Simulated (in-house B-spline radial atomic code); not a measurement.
# Ca¹⁶⁺: holes in the outer shells

Question: what does it cost to remove an electron from Ca¹⁶⁺, rung by rung?

Method: Dirac-Hartree-Fock with a diagonal self-energy (second order, or its direct term screened), Breit and QED, no-pair Dirac-Coulomb, B-spline basis. Code: an in-house B-spline radial atomic code, version 1.

## (1) The atom as given

```
element       : calcium (Z = 20)
charge        : +16
closed shells : [He] 2s2
nucleus       : mass number 40, rms radius 3.478 fm
```

Outer shells as boxes (Hund's rule):

Ca16+
```
[He] core
2s [↑↓]
```

## (2) The run

Settings of the run, as the program recorded them:

```ini
basis_form = 2
Z = 20
core_configuration = [He] 2s2
rms_radius = 3.4776
mass_number = 40
speed_of_light = 137.035999084
box_radius = 5.394
lmax = 7
intervals = 61
virtual_cutoff = 1600.0
```

Launch:

```bash
$ python run_mb.py task.json out
```

Q: Predict the outcome of this session. Wanted: outermost subshell; Koopmans; final removal energy; weight of the hole state.

As calculated:

| quantity | value |
| --- | --- |
| outermost subshell | 2s1/2 |
| Koopmans | 1081.6 eV |
| final removal energy | 1084.5 eV |
| weight of the hole state (TDHF) | 0.977 |
| semi-empirical ionisation energy | 1086.8 ± 0.4 eV (NIST Atomic Spectra Database, ionization energies) |

In words: Koopmans' value for 2s1/2 is 1082 eV; the final value lies 2.9 eV higher. Relaxation alone (ΔSCF) lowers it by 0.29 eV, and correlation gives back 3.6 eV, since the species with more electrons has more of it. The semi-empirical ionisation energy is 1086.8 ± 0.4 eV: Koopmans is off by -5.2 eV, second order by -1.8 eV and the final value by -2.3 eV; here the rung 'second order' happens to come nearest (-1.8 eV).
